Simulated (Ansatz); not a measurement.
**Ta4C3: energy and stress against strain**

Aim: for Ta4C3, see how energy and stress answer to the strain pattern (0, 0, 0, 0, 1, 0).

Computed with Ansatz 0.2.0 (DFT r2SCAN, scalar-relativistic, plane waves, PAW, unless a step's input says otherwise).

**1. Starting point**

It takes space group Pm-3m (No. 221, cubic). The conventional cell has a = 4.425 Å, b = 4.425 Å, c = 4.425 Å, α = 90.00°, β = 90.00°, γ = 90.00°. Ta (site symmetry 4/mmm) is surrounded by 4 C at 2.21 Å. Ta (site symmetry m-3m) is surrounded by 6 C at 2.21 Å. Around C (site symmetry 4/mmm) lie 6 Ta at 2.21 Å.

Structure file:

```xyz
7
Lattice="4.4248 0.0000 0.0000 0.0000 4.4248 0.0000 0.0000 0.0000 4.4248" Properties=species:S:1:pos:R:3 pbc="T T T"
Ta    0.0000    2.2124    2.2124
Ta    2.2124    0.0000    2.2124
Ta    2.2124    2.2124    0.0000
Ta    0.0000    0.0000    0.0000
C     2.2124    0.0000    0.0000
C     0.0000    2.2124    0.0000
C     0.0000    0.0000    2.2124
```

It goes back to an entry of the Materials Project, which need not be the stable form.

This cell was relaxed beforehand with the same method: volume 12.38 Å³/atom, gap on the mesh none (metal).

**2. Zero of energy**

The reference gives a free energy of -40536.0592 eV, pressure 0.03 GPa, largest force 0.000 eV/Å and gap on the mesh none (metal). It was computed beforehand with the settings of the runs below.

**3. Next: energy and stress against strain**

The cell is strained by ε times the Voigt pattern (0, 0, 0, 0, 1, 0) (xx, yy, zz, yz, xz, xy; engineering shear), with fractional coordinates fixed (clamped ions). The stress on the pattern is the sum of the stress components weighted by it, tension positive.

**4. ε = -0.0400**

input.yaml

```yaml
crystal:
  lattice:
    - [4.4247933841, 0.0, -0.0884958677]
    - [0.0, 4.4247933841, 0.0]
    - [-0.0884958677, 0.0, 4.4247933841]
  atoms:
    - { symbol: Ta, position: [0.0, 0.5, 0.5] }
    - { symbol: Ta, position: [0.5, 0.0, 0.5] }
    - { symbol: Ta, position: [0.5, 0.5, 0.0] }
    - { symbol: Ta, position: [0.0, 0.0, 0.0] }
    - { symbol: C, position: [0.5, 0.0, 0.0] }
    - { symbol: C, position: [0.0, 0.5, 0.0] }
    - { symbol: C, position: [0.0, 0.0, 0.5] }
basis:
  ecutwfc: 500
kpoints:
  mp_grid: { grid: [10, 10, 10] }
hamiltonian:
  xc: r2scan
scf:
  occupations: { method: gaussian, width: 0.15 }
output:
  forces: true
  stress: true
  eigenvalues: true
```

Run with:

```bash
ansatz run input.yaml --threads 2 --pin off --max-ram 5120MiB --backend cpu --events-out ev --progress --plain --runs-dir out
```

**5. ε = 0.0300**

Changes to input.yaml since step 4:

```diff
@@ -2,5 +2,5 @@
   lattice:
-    - [4.4247933841, 0.0, -0.0884958677]
+    - [4.4247933841, 0.0, 0.0663719008]
     - [0.0, 4.4247933841, 0.0]
-    - [-0.0884958677, 0.0, 4.4247933841]
+    - [0.0663719008, 0.0, 4.4247933841]
   atoms:
```

**6. At ε = -0.0200**

Changes to input.yaml since step 5:

```diff
@@ -2,5 +2,5 @@
   lattice:
-    - [4.4247933841, 0.0, 0.0663719008]
+    - [4.4247933841, 0.0, -0.0442479338]
     - [0.0, 4.4247933841, 0.0]
-    - [0.0663719008, 0.0, 4.4247933841]
+    - [-0.0442479338, 0.0, 4.4247933841]
   atoms:
@@ -25 +25,5 @@
   eigenvalues: true
+  write_density: true
+  write_potential: true
+  elf: true
+  volumetric_format: npy
```

**7. ε = 0.0100**

Changes to input.yaml since step 6:

```diff
@@ -2,5 +2,5 @@
   lattice:
-    - [4.4247933841, 0.0, -0.0442479338]
+    - [4.4247933841, 0.0, 0.0221239669]
     - [0.0, 4.4247933841, 0.0]
-    - [-0.0442479338, 0.0, 4.4247933841]
+    - [0.0221239669, 0.0, 4.4247933841]
   atoms:
@@ -25,5 +25 @@
   eigenvalues: true
-  write_density: true
-  write_potential: true
-  elf: true
-  volumetric_format: npy
```

**8. At ε = 0.0350**

Changes to input.yaml since step 7:

```diff
@@ -2,5 +2,5 @@
   lattice:
-    - [4.4247933841, 0.0, 0.0221239669]
+    - [4.4247933841, 0.0, 0.0774338842]
     - [0.0, 4.4247933841, 0.0]
-    - [0.0221239669, 0.0, 4.4247933841]
+    - [0.0774338842, 0.0, 4.4247933841]
   atoms:
```

**9. Point ε = 0.0250**

Changes to input.yaml since step 8:

```diff
@@ -2,5 +2,5 @@
   lattice:
-    - [4.4247933841, 0.0, 0.0774338842]
+    - [4.4247933841, 0.0, 0.0553099173]
     - [0.0, 4.4247933841, 0.0]
-    - [0.0774338842, 0.0, 4.4247933841]
+    - [0.0553099173, 0.0, 4.4247933841]
   atoms:
```

**10. ε = 0.0150**

Changes to input.yaml since step 9:

```diff
@@ -2,5 +2,5 @@
   lattice:
-    - [4.4247933841, 0.0, 0.0553099173]
+    - [4.4247933841, 0.0, 0.0331859504]
     - [0.0, 4.4247933841, 0.0]
-    - [0.0553099173, 0.0, 4.4247933841]
+    - [0.0331859504, 0.0, 4.4247933841]
   atoms:
```

**11. At ε = 0.0050**

Changes to input.yaml since step 10:

```diff
@@ -2,5 +2,5 @@
   lattice:
-    - [4.4247933841, 0.0, 0.0331859504]
+    - [4.4247933841, 0.0, 0.0110619835]
     - [0.0, 4.4247933841, 0.0]
-    - [0.0331859504, 0.0, 4.4247933841]
+    - [0.0110619835, 0.0, 4.4247933841]
   atoms:
```

(Steps that only read results are left out.)

**Question.** What will these runs give? Wanted: slope of the stress at ε = 0, from the points at -0.0200, 0 and 0.0050.

**Answer**, as computed:

```
                                                              quantity    value
slope of the stress at ε = 0, from the points at -0.0200, 0 and 0.0050  124 GPa
```

**Reading.** The slope of the stress at zero strain, 124 GPa, estimates C55 with clamped ions in this Cartesian frame; letting the atoms relax could not make it stiffer. The undisturbed cell stays the lowest of the sampled points. The runs treat Ta without spin-orbit coupling.
